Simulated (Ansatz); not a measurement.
# H5PSSn, SMILES [PH2][SnH2][SH]: vertical and adiabatic energies of changing the electron count

Program: Ansatz's Python interface.

The script reads `h5pssn.xyz`:
```text
8

P    -1.06940    0.65770   -1.57960
Sn    0.48750   -0.00020    0.16460
S     0.18160   -2.35260    0.60110
H    -2.19460    0.60890   -0.71480
H    -0.92040    2.11270   -1.35680
H     0.18690    0.93020    1.62730
H     2.15240    0.30740   -0.38020
H     1.26820   -2.32120    1.58250
```

Run as a notebook:

```python
from dataclasses import dataclass
import itertools

import ansatz
from ase.data import atomic_numbers, covalent_radii
import numpy as np
```

```python
@dataclass
class Options:
    basis_set: str = 'def2-SVP'
    xc: str = 'r2scan'
    charge: int = 1
```

```python
cfg = Options()
```

```python
h5pssn = ansatz.Crystal.molecule_from_extxyz('h5pssn.xyz')
```

```python
job = (
    h5pssn.calculation()
    .basis(gaussian=cfg.basis_set)
    .functional(cfg.xc)
    .accuracy('medium')
    .scf(lower_state_search='off')
)
symbols = [site.symbol for site in h5pssn.cartesian_sites]
start = np.array([site.position_ang for site in h5pssn.cartesian_sites], dtype=float)
rep = job.relax(force_tolerance=0.01, max_steps=100).run().report
end = np.array(rep['positions_ang'])
```

```python
minimum = ansatz.Crystal.molecule()
for symbol, place in zip(symbols, end):
    minimum = minimum.atom(symbol, place.tolist())
ion = (
    minimum.calculation()
    .basis(gaussian=cfg.basis_set)
    .functional(cfg.xc)
    .accuracy('medium')
    .scf(lower_state_search='off')
    .charge(cfg.charge)
    .spin('collinear', total=1)
)
vertical = ion.run().report
settled = ion.relax(force_tolerance=0.01, max_steps=80).run().report
print(f'vertical ionisation energy   {vertical["free_energy_ev"] - rep["free_energy_ev"]:.3f} eV')
print(f'adiabatic, no zero point     {settled["free_energy_ev"] - rep["free_energy_ev"]:.3f} eV')
print(f'relaxation energy of the ion {vertical["free_energy_ev"] - settled["free_energy_ev"]:.3f} eV')
ionised = np.array(settled['positions_ang'])
# pairs closer than 1.2 times the sum of covalent radii, before or after
radius = [covalent_radii[atomic_numbers[s]] for s in symbols]
span = lambda where, i, j: np.linalg.norm(where[i] - where[j])
bonded = [(i, j) for i, j in itertools.combinations(range(len(symbols)), 2) if min(span(end, i, j), span(ionised, i, j)) < 1.2 * (radius[i] + radius[j])]
print('pair        before    after (A)')
for i, j in bonded:
    print(f'{symbols[i]}{i}-{symbols[j]}{j}'.ljust(10), f'{span(end, i, j):8.4f} {span(ionised, i, j):8.4f}')
```

    vertical ionisation energy   8.998 eV
    adiabatic, no zero point     8.298 eV
    relaxation energy of the ion 0.700 eV
    pair        before    after (A)
    P0-Sn1       2.5217   2.5827
    P0-H3        1.4305   1.4208
    P0-H4        1.4323   1.4209
    Sn1-S2       2.4379   2.4317
    Sn1-H5       1.7194   1.6911
    Sn1-H6       1.7180   1.6888
    S2-H7        1.3527   1.3575

Reading the output:
- The settings weren't tested for convergence.
- The energies are electronic: no zero-point or thermal terms, and the basis set is short of its limit. The product may relax into another structure. Each relaxation finds its nearest minimum, which needn't be the lowest.
- def2 sets replace the cores of elements past krypton by effective core potentials.
- Wall time of the script: 5.1 min on 1 thread of Arm Neoverse V1, on a shared host, peak memory 0.21 GiB.
